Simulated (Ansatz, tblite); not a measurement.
## A script for PtSO (GFN2-xTB)

These are simulated results from tblite 0.8.0, not measurements. The cell was built from a prototype and was relaxed with r2SCAN in plane waves (Ansatz 0.2.0). It may be hypothetical. It is a single sheet, repeated along a and b, with vacuum along c. All runs are without spin polarisation.

The sheet's in-plane cell has a = 3.343 Å, b = 3.343 Å (γ = 120.0°), and its outermost atoms lie 2.17 Å apart along the normal. Pt is surrounded by 3 O at 2.16 Å and 3 S at 2.27 Å; O is surrounded by 3 Pt at 2.16 Å; S is surrounded by 3 Pt at 2.27 Å.

tblite solves periodic systems at the zone centre alone, so the script builds a cluster of 3×3×1 conventional cells (27 atoms), which folds in a coarse mesh of k points.

run.py reads:

```python
import json
from ase import Atoms
from ase.build import make_supercell
from ase.units import Bohr, GPa, Hartree
from tblite.interface import Calculator

atoms = Atoms(['Pt', 'O', 'S'],
              cell=[[3.342891, 0.0, 0.0], [-1.671445, 2.895028, -0.0], [0.0, -0.0, 29.107825]],
              scaled_positions=[[0.0, 0.0, 0.311903], [0.333333, 0.666667, 0.345042], [0.666667, 0.333333, 0.27064]],
              pbc=True)
cluster = make_supercell(atoms, [[3, 0, 0], [0, 3, 0], [0, 0, 1]])
calc = Calculator('GFN2-xTB', cluster.numbers, cluster.positions / Bohr, lattice=cluster.cell[:] / Bohr, periodic=cluster.pbc)
calc.set('temperature', 0.02 / Hartree)
calc.set('max-iter', 150)
res = calc.singlepoint()
levels = res.get('orbital-energies') * Hartree
nv = round(res.get('orbital-occupations').sum() / 2)
cells = len(cluster) // len(atoms)
out = {'energy_per_cell': res.get('energy') * Hartree / cells, 'homo': levels[nv - 1], 'lumo': levels[nv],
       'stress': (-res.get('virial') * Hartree / cluster.get_volume() / GPa).tolist(), 'charges': res.get('charges')[:len(atoms)].tolist(), 'electrons': 2 * nv / cells}
json.dump(out, open('results.json', 'w'))
for key, value in out.items():
    print(key, value)
```

Command: `python run.py`. It took 1.1 s on 1 thread of Arm Neoverse V2, with other jobs on the host, peak memory 0.094 GiB.

The log:

```
------------------------------------------------------------
  cycle        total energy    energy error   density error
------------------------------------------------------------
      1     -104.5618788643  -1.0467529E+02   4.9005959E-01
      2     -98.22967949149   6.3321994E+00   4.2358143E-01
      3     -102.3705179345  -4.1408384E+00   3.1482084E-01
      4     -106.4569866582  -4.0864687E+00   1.8924937E-01
      5     -106.7789225857  -3.2193593E-01   8.4460440E-02
      6     -106.8066974652  -2.7774879E-02   3.4955800E-02
      7     -106.8437720129  -3.7074548E-02   1.4799880E-02
      8     -106.8491933969  -5.4213840E-03   5.3592479E-03
      9     -106.8500187827  -8.2538579E-04   1.5873404E-03
     10     -106.8500911995  -7.2416816E-05   4.4750528E-04
     11     -106.8500938744  -2.6749030E-06   2.9497525E-04
     12     -106.8500956810  -1.8065571E-06   9.6408482E-05
     13     -106.8500959233  -2.4228525E-07   7.1277734E-06
------------------------------------------------------------

 total:                                   0.467 sec
energy_per_cell -323.0599118787993
homo -12.99522258536077
lumo -11.486562780538254
stress [[1.611492248555164, -6.492833206649984e-05, 1.860662382312512e-05], [-6.492833206650106e-05, 1.6114227570243838, -8.15447586487349e-06], [1.8606623823223947e-05, -8.154475864849113e-06, 0.9568394863384672]]
charges [0.5264152481165386, -0.4307791286307934, -0.09564507062211115]
electrons 22.0
```

The cycle table is in hartree for the whole cluster, and the lines after it are in eV (the energy for one cell). The printed stress is in GPa and positive in compression, and the pressure is its mean diagonal, here averaged over the vacuum too.

GFN2-xTB gives a gap of 1.51 eV. On the same cell, plane-wave PBE (Ansatz, 12×12×1 k points and the special points) gives a gap of 1.30 eV and r2SCAN a gap of 1.52 eV; on shared hosts these took about 13 and 33 core-seconds on the 3-atom cell, against 1.1 for the script. Spin-orbit coupling, left out in all these runs, can cut or reorder the gap by tenths of an eV, up to about 1 eV with Pb or Bi. xTB was fitted to molecules, so gaps, charges and pressures of solids can be far off, and the gap also depends on the size of the cluster.

xTB was fitted mostly to molecules, and a small cluster samples few k points, so gaps, pressures and kinks along a curve can be far from a solid's.

Spin-orbit coupling is left out, which matters wherever the heavy atoms make up the band edges.
